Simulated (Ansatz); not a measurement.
# C₂H₅FO₂Si: one species, many methods

The task here is to estimate one member of a computed series from the others.

The runs use Ansatz 0.2.0, Gaussian basis; functionals in def2-TZVPP, the program's frozen cores in correlated methods.

Levels to be run: LDA (SPW92), PBE-D4, revPBE-D4, BLYP-D4, r2SCAN-D4, B97M-V, PBE0-D4, B3LYP-D4, r2SCANh-D4, r2SCAN0-D4, HSE06-D4, BHLYP-D4, CAM-B3LYP-D4, LC-ωPBE, ωB97X-V, ωB97M-V, B2PLYP, PBE-QIDH; CCSD(T)/def2-SVP; CCSD(T)/def2-TZVPP; MP2/def2-QZVPP; extrapolation to the limit; RPA on PBE.

## The relaxed structure

The geometry comes from an earlier relaxation with PBE0-D4 in a triple-zeta def2 set; it is a stationary point, not always the lowest conformer.

SMILES `CC(=O)O[SiH2]F`, 11 atoms, charge 0, spin multiplicity 1.

Atoms are counted from 1 here; the program's logs count them from 0.

Bond lengths: C1–C2 1.490 Å, C1–H7 1.087 Å, C1–H8 1.092 Å, C1–H9 1.092 Å, C2–O3 1.208 Å, C2–O4 1.338 Å, O4–Si5 1.688 Å, Si5–F6 1.592 Å, Si5–H10 1.472 Å, Si5–H11 1.472 Å. Angles: C2–C1–H7 110.0°, C2–C1–H8 109.5°, C2–C1–H9 109.5°, H7–C1–H8 110.3°, H7–C1–H9 110.3°, H8–C1–H9 107.1°, C1–C2–O3 125.8°, C1–C2–O4 114.0°, O3–C2–O4 120.2°, C2–O4–Si5 112.2°, O4–Si5–F6 102.3°, O4–Si5–H10 111.2°, O4–Si5–H11 111.2°, F6–Si5–H10 107.7°, F6–Si5–H11 107.7°, H10–Si5–H11 115.9°.

Set-up of the first run:

Contents of in.yaml:

```yaml
crystal:
  periodic: [false, false, false]
  atoms:
    - {symbol: C, position_ang: [-0.092925, -1.158162, 1.587427]}
    - {symbol: C, position_ang: [0.270975, -0.502196, 0.299470]}
    - {symbol: O, position_ang: [1.178152, -0.828075, -0.428774]}
    - {symbol: O, position_ang: [-0.514038, 0.532345, -0.024334]}
    - {symbol: Si, position_ang: [-0.064719, 1.241136, -1.488505]}
    - {symbol: F, position_ang: [-1.129712, 2.415181, -1.636600]}
    - {symbol: H, position_ang: [0.585525, -1.982738, 1.789421]}
    - {symbol: H, position_ang: [-1.122107, -1.518667, 1.534214]}
    - {symbol: H, position_ang: [-0.050093, -0.424825, 2.395033]}
    - {symbol: H, position_ang: [1.269173, 1.857085, -1.393999]}
    - {symbol: H, position_ang: [-0.264830, 0.311817, -2.612753]}
basis:
  gaussian: {orbitals: def2-TZVPP}
hamiltonian: {xc: lda}
output: {orbitals: {seedname: orbitals}}
```

On the command line:

```
$ ansatz run in.yaml --threads 4 --pin off --events-out ev --progress --plain --max-ram 10444MiB
```

Among the steps run: LDA; PBE-D4 (GGA); revPBE-D4 (GGA); BLYP-D4 (GGA); r2SCAN-D4 (meta-GGA); B97M-V (meta-GGA); PBE0-D4 (hybrid); B3LYP-D4 (hybrid); r2SCANh-D4 (hybrid); r2SCAN0-D4 (hybrid); HSE06-D4 (hybrid); BHLYP-D4 (hybrid); CAM-B3LYP-D4 (range-separated); LC-ωPBE (range-separated); ωB97X-V (range-separated); ωB97M-V (range-separated); B2PLYP (double hybrid); PBE-QIDH (double hybrid).

One of the session's tables, all rows but one given; the rest of the session is left out.

It belongs to the step «Orbital energies across the functionals». 

| functional | HOMO (eV) | gap (eV) |
| --- | --- | --- |
| LDA (SPW92) | -7.08 | 5.37 |
| PBE-D4 | -6.87 | 5.43 |
| revPBE-D4 | -6.79 | 5.45 |
| BLYP-D4 | -6.78 | 5.44 |
| r2SCAN-D4 | -7.21 | 6.04 |
| B97M-V | -7.36 | 6.30 |
| PBE0-D4 | -8.55 | 8.26 |
| B3LYP-D4 | -8.30 | 7.72 |
| r2SCANh-D4 | -7.85 | 7.10 |
| r2SCAN0-D4 | ? | ? |
| HSE06-D4 | -8.14 | 7.46 |
| BHLYP-D4 | -10.20 | 11.17 |
| CAM-B3LYP-D4 | -10.05 | 10.97 |
| LC-ωPBE | -11.37 | 13.55 |
| ωB97X-V | -11.04 | 13.15 |
| ωB97M-V | -10.99 | 13.01 |

Estimate the missing values for r2SCAN0-D4.

Worked estimate for «HOMO (eV)». Against the share of exact exchange, r2SCAN-D4 (0, -7.21), r2SCANh-D4 (0.1, -7.85) give a slope of -6.40 per unit share; at 0.25 the line stands at -8.81.

**Answer.** HOMO (eV): -8.81; gap (eV): 8.68. In «HOMO (eV)» the line misses by 0.00.
